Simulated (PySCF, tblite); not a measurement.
# C5H5F2O radical: geometry, infrared bands and EPR parameters

Aim: predict the infrared bands and EPR parameters of C5H5F2O radical (`FC(F)[C@@H]1[CH]C=CO1`).

Computed with tblite 0.8.0 and PySCF 2.14.0, with density-fitted response routines of our own, on a single molecule in the gas phase. Atoms count from 0, in the outputs and in this text.

### 1 The molecule as given

13 atoms, charge 0, multiplicity 2; geometry from: force field or distance geometry start.

Bonds of the start (Å): F0–C1 1.38, C1–F2 1.39, C1–C3 1.48, C3–C4 1.52, C4–C5 1.49, C5–C6 1.34, C6–O7 1.39, O7–C3 1.44, C1–H8 1.10, C3–H9 1.10, C4–H10 1.09, C5–H11 1.09, C6–H12 1.09.

### 2 Geometry optimisation with GFN2-xTB

What the job is given:

```
{"job": {"kind": "relax", "xc": "GFN2-xTB", "basis": "xTB"}, "charge": 0, "multiplicity": 2}
F     -2.285000     1.458900    -0.451100
C     -1.849300     0.289700     0.146700
F     -2.483600    -0.787900    -0.462200
C     -0.409000     0.170300    -0.178000
C      0.298000    -1.047400     0.392300
C      1.701100    -0.606000     0.144200
C      1.713300     0.738800     0.158600
O      0.425000     1.198600     0.396200
H     -2.072600     0.316500     1.219500
H     -0.236900     0.164300    -1.263600
H      0.022800    -1.964100    -0.135700
H      2.553700    -1.271000    -0.007000
H      2.618100     1.339900     0.022300
```

The run is started by

```bash
OMP_NUM_THREADS=1 python probes_run.py task.json out
```

One launch serves the whole session: the jobs run in the order shown.

**Question.** This job is followed by: GFN2-xTB harmonic vibrations, gas phase; UKS B3LYP, pcH-1 on C F H O, non-relativistic, mean-field spin-orbit, GIAO. What will the session give for the following? strongest single infrared mode (GFN2-xTB); zero-point energy (GFN2-xTB); g(iso) (B3LYP); ⟨S²⟩; largest a(iso); surface potential, 1st and 99th percentile.

As calculated:

| quantity | value |
| --- | --- |
| strongest single infrared mode (GFN2-xTB) | 1044 cm⁻¹, 189 km/mol |
| zero-point energy (GFN2-xTB) | 55.7 kcal/mol |
| g(iso) (B3LYP) | 2.00331 |
| ⟨S²⟩ | 0.770 (exact 0.75) |
| largest a(iso) | 1H on H9, 104.8 MHz |
| surface potential, 1st and 99th percentile | -0.99 V and 1.28 V |

In words: Relaxing lowered the energy by 1.482 eV in 73 steps; the close pair that moved most is C4–C5, from 1.492 to 1.378 Å. All 33 modes are real, so the xTB geometry is a minimum. The strongest single mode, at 1044 cm⁻¹, moves mainly C1. GFN2-xTB is a fitted tight-binding method: band positions and strengths are rough. Its intensities can rank the bands wrongly. The largest spin populations lie on C4 (0.60 e), C6 (0.53 e). The isotropic g lies 1.0 ppt above the free-electron value.
